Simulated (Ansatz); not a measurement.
**C3H6ClFSi: up Jacob's ladder to CCSD(T)**

One table from this session's results is given with a row withheld; the runs are named, their logs left out.

The runs use Ansatz 0.2.0, Gaussian basis; functionals in def2-TZVPP, the program's frozen cores in correlated methods.

Plan: PBE-D4, r2SCAN-D4, PBE0-D4, B3LYP-D4, ωB97X-V, ωB97M-V, B2PLYP; CCSD(T)/def2-TZVPP; MP2/def2-QZVPP; extrapolation to the limit.

### The relaxed structure

An earlier PBE0-D4 in a triple-zeta def2 set relaxation fixed the geometry.

SMILES `C=C(CCl)[SiH2]F`, 12 atoms, charge 0, spin multiplicity 1.

Atoms are counted from 1 here; the program's logs count them from 0.

Bond lengths: C1–C2 1.331 Å, C1–H7 1.088 Å, C1–H8 1.085 Å, C2–C3 1.491 Å, C2–Si5 1.867 Å, C3–Cl4 1.796 Å, C3–H9 1.090 Å, C3–H10 1.091 Å, Si5–F6 1.604 Å, Si5–H11 1.479 Å, Si5–H12 1.484 Å. Angles: C2–C1–H7 121.8°, C2–C1–H8 121.6°, H7–C1–H8 116.6°, C1–C2–C3 120.9°, C1–C2–Si5 120.5°, C3–C2–Si5 118.6°, C2–C3–Cl4 110.8°, C2–C3–H9 112.4°, C2–C3–H10 111.5°, Cl4–C3–H9 107.2°, Cl4–C3–H10 105.3°, H9–C3–H10 109.2°, C2–Si5–F6 107.1°, C2–Si5–H11 113.0°, C2–Si5–H12 110.3°, F6–Si5–H11 107.0°, F6–Si5–H12 108.4°, H11–Si5–H12 110.8°.

The first run:

in.yaml

```yaml
crystal:
  periodic: [false, false, false]
  atoms:
    - {symbol: C, position_ang: [0.920501, -1.238223, -0.538337]}
    - {symbol: C, position_ang: [0.222799, -0.248805, 0.014619]}
    - {symbol: C, position_ang: [0.496015, 0.191118, 1.413302]}
    - {symbol: Cl, position_ang: [0.651521, 1.977823, 1.501213]}
    - {symbol: Si, position_ang: [-1.141871, 0.596458, -0.938631]}
    - {symbol: F, position_ang: [-1.534309, -0.368725, -2.157579]}
    - {symbol: H, position_ang: [1.730567, -1.733843, -0.007651]}
    - {symbol: H, position_ang: [0.701858, -1.599216, -1.537675]}
    - {symbol: H, position_ang: [1.418408, -0.233293, 1.809202]}
    - {symbol: H, position_ang: [-0.330424, -0.059716, 2.080011]}
    - {symbol: H, position_ang: [-0.721116, 1.886834, -1.527310]}
    - {symbol: H, position_ang: [-2.337048, 0.774385, -0.077163]}
basis:
  gaussian: {orbitals: def2-TZVPP}
hamiltonian: {xc: pbe, dispersion: d4}
output: {forces: true, orbitals: {seedname: orbitals}}
```

Run with:

```
$ ansatz run in.yaml --threads 2 --pin off --events-out ev --progress --plain --max-ram 22528MiB --backend cuda --devices 0, --max-vram 18GiB
```

Among the steps run: PBE-D4 (GGA); r2SCAN-D4 (meta-GGA); PBE0-D4 (hybrid); B3LYP-D4 (hybrid); ωB97X-V (range-separated); ωB97M-V (range-separated); B2PLYP (double hybrid); CCSD(T) in def2-TZVPP; MP2 in def2-QZVPP.

One of the session's tables, all rows but one given; the rest of the session is left out.

| method | atomisation energy (kJ/mol) |
| --- | --- |
| PBE-D4 | 4716.9 |
| r2SCAN-D4 | 4642.4 |
| PBE0-D4 | 4642.6 |
| B3LYP-D4 | 4619.3 |
| ωB97X-V | 4638.6 |
| ωB97M-V | 4642.6 |
| B2PLYP | 4577.0 |
| HF/def2-TZVPP | 3450.2 |
| MP2/def2-TZVPP | 4607.0 |
| CCSD/def2-TZVPP | 4444.0 |
| CCSD(T)/def2-TZVPP | 4514.9 |
| MP2/CBS | 4726.3 |
| CCSD(T)/CBS | ? |

Q: Estimate the row for CCSD(T)/CBS from the others.

**Answer.** atomisation energy (kJ/mol): 4634.2. In the column «atomisation energy (kJ/mol)» it lies between B3LYP-D4 (4619.3) and ωB97X-V (4638.6).
